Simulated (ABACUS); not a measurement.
CsLiCr2Te2S3:

```
CELL_PARAMETERS angstrom
3.60358 0.00000 0.00000
-1.80179 3.12079 0.00000
0.00000 0.00000 19.06651
ATOMIC_POSITIONS crystal
Cs 0.00000 0.00000 0.37399
Li 0.66667 0.33333 0.01607
Cr 0.00000 0.00000 0.86637
Cr 0.33333 0.66667 0.16833
Te 0.33333 0.66667 0.53891
Te 0.66667 0.33333 0.77276
S 0.00000 0.00000 0.10030
S 0.33333 0.66667 0.92920
S 0.66667 0.33333 0.23408
```

The cell was built by a generator and needn't be a form met in nature.

Base run:

| Item | Value |
| --- | --- |
| Program | ABACUS 3.10.1 |
| Functional | PBE |
| Potentials or basis | PseudoDojo NC SR 0.4.1 PBE standard |
| Cutoff | 1293 eV |
| Density cutoff | 5170 eV |
| Basis | plane waves |
| k mesh | 9 × 9 × 2 |
| Occupations | fermi-dirac, width 0.05 eV |
| Spin | collinear spin, ferromagnetic start |
| Starting moments | [0.0, 0.0, 3.0, 3.0, 0.0, 0.0, 0.0, 0.0, 0.0] μB |

Its results: band gap on the k mesh none (metal or under the smearing width); pressure 0.2 GPa; net moment 5.65 μB per cell; largest force 0.035 eV/Å.

The run is repeated on the same cell with these changes: cutoff from 1293 eV to 1361 eV; density cutoff from 5170 eV to 5442 eV; basis from plane waves to DZP LCAO (the cutoffs set its grid). What comes out?

Band gap on the k mesh none (metal or under the smearing width); pressure -0.1 GPa; net moment 2.34 μB per cell; site moments Cs +0.00; Li -0.00; Cr +3.20, -0.43; Te +0.00, -0.36; S +0.04, -0.16, +0.05 μB; largest force 0.222 eV/Å.

Caveats: only a ferromagnetic start was run, and an antiferromagnetic order may lie lower in energy; the atomic orbitals were generated for these runs and aren't a published set (some runs); the basis of atomic orbitals isn't converged, which shifts pressures, moduli and gaps (some runs).

Not every run made on this cell is shown here.
